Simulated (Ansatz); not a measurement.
**ClFHIn: vertical ionisation energy**

One table from this session's results is given with a row withheld; the runs are named, their logs left out.

Program: Ansatz 0.2.0, Gaussian basis. Level of theory: unrestricted cation, the program's frozen cores in correlated methods. These are calculated values, not measurements.

Levels to be run: UKS PBE-D4/def2-TZVPP; UKS r2SCAN-D4/def2-TZVPP; UKS PBE0-D4/def2-TZVPP; UKS B3LYP-D4/def2-TZVPP; UKS wB97X-V/def2-TZVPP; UKS wB97M-V/def2-TZVPP; UKS B2PLYP/def2-TZVPP; UHF-CCSD(T)/def2-TZVPP; UHF-MP2/def2-QZVPP; extrapolation to the limit; then −ε(HOMO) from the neutral's earlier runs with LDA (SPW92), PBE-D4, revPBE-D4, BLYP-D4, r2SCAN-D4, B97M-V, PBE0-D4, B3LYP-D4, r2SCANh-D4, r2SCAN0-D4, HSE06-D4, BHLYP-D4, CAM-B3LYP-D4, LC-ωPBE, ωB97X-V, ωB97M-V.

### The relaxed structure

The geometry comes from an earlier relaxation with PBE0-D4 in a triple-zeta def2 set; it is a stationary point. In takes the def2 core potential; no spin-orbit term is included.

SMILES `[F][InH][Cl]`, 4 atoms, charge 0, spin multiplicity 1.

Atoms are counted from 1 here; the program's logs count them from 0.

Bond lengths: F1–In2 1.939 Å, In2–Cl3 2.305 Å, In2–H4 1.688 Å. Angles: F1–In2–Cl3 109.3°, F1–In2–H4 121.8°, Cl3–In2–H4 128.9°.

Set-up of the first run:

The input, in.yaml:

```yaml
crystal:
  periodic: [false, false, false]
  atoms:
    - {symbol: F, position_ang: [-1.569221, -0.190453, 0.987750]}
    - {symbol: In, position_ang: [-0.021137, 0.130339, -0.135572]}
    - {symbol: Cl, position_ang: [1.671113, -1.313051, 0.468232]}
    - {symbol: H, position_ang: [-0.025255, 1.312765, -1.340710]}
basis:
  gaussian: {orbitals: def2-TZVPP}
total_charge: 1
magnetization: {spin_polarized: true, initial_magnetization: 1}
hamiltonian: {xc: pbe, dispersion: d4}
```

Among the steps run: Cation, UKS PBE-D4/def2-TZVPP; Cation, UKS r2SCAN-D4/def2-TZVPP; Cation, UKS PBE0-D4/def2-TZVPP; Cation, UKS B3LYP-D4/def2-TZVPP; Cation, UKS wB97X-V/def2-TZVPP; Cation, UKS wB97M-V/def2-TZVPP; Cation, UKS B2PLYP (frozen core)/def2-TZVPP; Cation, UHF-CCSD(T)/def2-TZVPP; Cation, UHF-MP2/def2-QZVPP.

One table of the session follows, with a row left open; its other results are not shown here.

Orbital estimates, from the neutral's runs:

```
  functional  −ε(HOMO) (eV)
 LDA (SPW92)           7.82
      PBE-D4              ?
   revPBE-D4           7.60
     BLYP-D4           7.51
   r2SCAN-D4           8.01
      B97M-V           8.10
     PBE0-D4           9.08
    B3LYP-D4           8.81
  r2SCANh-D4           8.53
  r2SCAN0-D4           9.31
    HSE06-D4           8.67
    BHLYP-D4          10.35
CAM-B3LYP-D4          10.46
     LC-ωPBE          11.88
     ωB97X-V          11.50
     ωB97M-V          11.35
```

**Question.** Estimate the row for PBE-D4.

As computed: −ε(HOMO) (eV): 7.66. In the column «−ε(HOMO) (eV)» it lies between revPBE-D4 (7.60) and LDA (SPW92) (7.82).
